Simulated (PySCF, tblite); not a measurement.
# C₅H₉BF₂Si: geometry, infrared bands and NMR shifts

What infrared bands and NMR shifts should C₅H₉BF₂Si (`C[SiH2]CC#CCB(F)F`) show?

The runs use tblite 0.8.0 and PySCF 2.14.0, with density-fitted response routines of our own; the level of theory stands in each step. All values are computed, except where a source is named. Atoms count from 0, in the outputs and in this text.

## Step 1: Starting geometry

18 atoms, charge 0, multiplicity 1; geometry from: force field or distance geometry start.

Bonds of the start (Å): C0–Si1 1.86, Si1–C2 1.89, C2–C3 1.46, C3–C4 1.20, C4–C5 1.46, C5–B6 1.59, B6–F7 1.45, B6–F8 1.44, C0–H9 1.12, C0–H10 1.11, C0–H11 1.10, Si1–H12 1.47, Si1–H13 1.47, C2–H14 1.11, C2–H15 1.10, C5–H16 1.11, C5–H17 1.11.

## Step 2: Relaxing the molecule with GFN2-xTB

The job: settings as JSON, then the geometry in Å.

```
{"job": {"kind": "relax", "xc": "GFN2-xTB", "basis": "xTB"}, "charge": 0, "multiplicity": 1}
C     -2.250300     0.918400     0.221700
Si    -2.123600    -0.686700    -0.719300
C     -0.849100    -1.798800     0.121400
C      0.444300    -1.122900     0.119700
C      1.513200    -0.574700     0.143900
C      2.803000     0.110900     0.143400
B      2.611400     1.637500    -0.264300
F      1.787700     2.503900     0.552000
F      3.279300     2.160400    -1.428400
H     -3.026900     1.561600    -0.258400
H     -2.561600     0.715100     1.269200
H     -1.282800     1.438400     0.214300
H     -3.430400    -1.363800    -0.706000
H     -1.696600    -0.421200    -2.095700
H     -1.179800    -1.992500     1.162700
H     -0.784500    -2.749400    -0.428300
H      3.491300    -0.379700    -0.572800
H      3.246700     0.049800     1.163000
```

On the command line:

```sh
OMP_NUM_THREADS=1 python probes_run.py task.json out
```

One launch serves the whole session: the jobs run in the order shown.

**Question.** This job is followed by: GFN2-xTB harmonic vibrations, gas phase; GIAO PBE0/pcSseg-1 NMR shielding, non-relativistic, gas phase. Predict these results of the whole session: strongest single infrared mode (GFN2-xTB); zero-point energy (GFN2-xTB); ¹³C shifts against TMS (PBE0/pcSseg-1); ¹H shifts against TMS (PBE0/pcSseg-1, means over atoms taken as alike); ²⁹Si shifts against TMS (PBE0/pcSseg-1); ¹¹B shifts against BF3·OEt2 (PBE0/pcSseg-1); ¹⁹F shifts against CFCl3 (PBE0/pcSseg-1, means over atoms taken as alike); surface potential, 1st and 99th percentile.

**Answer**, as computed:

| quantity | value |
| --- | --- |
| strongest single infrared mode (GFN2-xTB) | 1283 cm⁻¹, 441 km/mol |
| zero-point energy (GFN2-xTB) | 78.7 kcal/mol |
| ¹³C shifts against TMS (PBE0/pcSseg-1) | 86.1, 76.5, 5.1, 3.2, -8.2 ppm |
| ¹H shifts against TMS (PBE0/pcSseg-1, means over atoms taken as alike) | 4.19, 2.09, 1.71, 0.33 ppm |
| ²⁹Si shifts against TMS (PBE0/pcSseg-1) | -41.3 ppm |
| ¹¹B shifts against BF3·OEt2 (PBE0/pcSseg-1) | 25.7 ppm |
| ¹⁹F shifts against CFCl3 (PBE0/pcSseg-1, means over atoms taken as alike) | -72.2 ppm |
| surface potential, 1st and 99th percentile | -0.75 V and 1.77 V |

In words: Relaxing lowered the energy by 0.687 eV in 78 steps; the close pair that moved most is B6–F7, from 1.448 to 1.318 Å. The lowest mode is slightly imaginary (20i cm⁻¹), a soft motion within the noise of the Hessian, so the minimum is not strictly shown. The strongest single mode, at 1283 cm⁻¹, moves mainly B6. GFN2-xTB is a fitted tight-binding method: band positions and strengths are rough. Its intensities can rank the bands wrongly. At PBE0/pcSseg-1: The largest span, 292 ppm, is at F7, F8, where the paramagnetic term is -225 ppm.
